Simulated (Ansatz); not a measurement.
# ClFMoOS: one species, many methods

One table from this session's results is given with a row withheld; the runs are named, their logs left out.

The runs use Ansatz 0.2.0, Gaussian basis; functionals in def2-TZVPP, the program's frozen cores in correlated methods.

Plan: LDA (SPW92), PBE-D4, revPBE-D4, BLYP-D4, r2SCAN-D4, B97M-V, PBE0-D4, B3LYP-D4, r2SCANh-D4, r2SCAN0-D4, HSE06-D4, BHLYP-D4, CAM-B3LYP-D4, LC-ωPBE, ωB97X-V, ωB97M-V, B2PLYP, PBE-QIDH; CCSD(T)/def2-SVP; CCSD(T)/def2-TZVPP; MP2/def2-QZVPP; extrapolation to the limit; RPA on PBE.

## The geometry

The geometry comes from an earlier relaxation with PBE0-D4 in a triple-zeta def2 set; it is a stationary point. Mo takes the def2 core potential; no spin-orbit term is included.

SMILES `[O]=[Mo]([F])(=[S])[Cl]`, 5 atoms, charge 0, spin multiplicity 1.

Atoms are counted from 1 here; the program's logs count them from 0.

Bond lengths: O1–Mo2 1.659 Å, Mo2–F3 1.834 Å, Mo2–S4 2.094 Å, Mo2–Cl5 2.235 Å. Angles: O1–Mo2–F3 110.3°, O1–Mo2–S4 107.2°, O1–Mo2–Cl5 108.8°, F3–Mo2–S4 109.5°, F3–Mo2–Cl5 112.4°, S4–Mo2–Cl5 108.5°.

Set-up of the first run:

Contents of in.yaml:

```yaml
crystal:
  periodic: [false, false, false]
  atoms:
    - {symbol: O, position_ang: [-0.347007, -0.113161, 1.675848]}
    - {symbol: Mo, position_ang: [0.061410, -0.067882, 0.068905]}
    - {symbol: F, position_ang: [1.596931, -1.027251, -0.225438]}
    - {symbol: S, position_ang: [-1.519790, -0.932393, -0.997736]}
    - {symbol: Cl, position_ang: [0.258356, 2.067087, -0.563078]}
basis:
  gaussian: {orbitals: def2-TZVPP}
hamiltonian: {xc: lda}
output: {orbitals: {seedname: orbitals}}
```

Command:

```bash
ansatz run in.yaml --threads 4 --pin off --events-out ev --progress --plain --max-ram 10444MiB
```

Steps of the session up to this table: LDA; PBE-D4 (GGA); revPBE-D4 (GGA); BLYP-D4 (GGA); r2SCAN-D4 (meta-GGA); B97M-V (meta-GGA); B3LYP-D4 (hybrid); r2SCANh-D4 (hybrid); r2SCAN0-D4 (hybrid); HSE06-D4 (hybrid); BHLYP-D4 (hybrid); CAM-B3LYP-D4 (range-separated); LC-ωPBE (range-separated); ωB97X-V (range-separated); ωB97M-V (range-separated); B2PLYP (double hybrid); PBE-QIDH (double hybrid).

One of the session's tables, all rows but one given; the rest of the session is left out.

It belongs to the step «Orbital energies across the functionals». 

```
  functional  HOMO (eV)  LUMO (eV)  gap (eV)
 LDA (SPW92)      -7.34      -4.62      2.72
      PBE-D4      -7.15      -4.40      2.76
   revPBE-D4      -7.09      -4.31      2.77
     BLYP-D4      -6.99      -4.28      2.72
   r2SCAN-D4      -7.48      -4.44      3.04
      B97M-V      -7.52      -4.41      3.11
     PBE0-D4      -8.43      -3.77      4.66
    B3LYP-D4      -8.18      -3.95      4.23
  r2SCANh-D4      -7.94      -4.18      3.76
  r2SCAN0-D4      -8.64      -3.79      4.86
    HSE06-D4      -8.03      -4.14      3.89
    BHLYP-D4      -9.55      -2.96      6.59
CAM-B3LYP-D4          ?          ?         ?
     LC-ωPBE     -11.02      -1.69      9.33
     ωB97X-V     -10.68      -1.72      8.96
     ωB97M-V     -10.53      -1.71      8.82
```

Q: Estimate the row for CAM-B3LYP-D4 from the others.

**Answer.** HOMO (eV): -9.71; LUMO (eV): -2.74; gap (eV): 6.97. In the column «HOMO (eV)» it lies between ωB97M-V (-10.53) and BHLYP-D4 (-9.55).
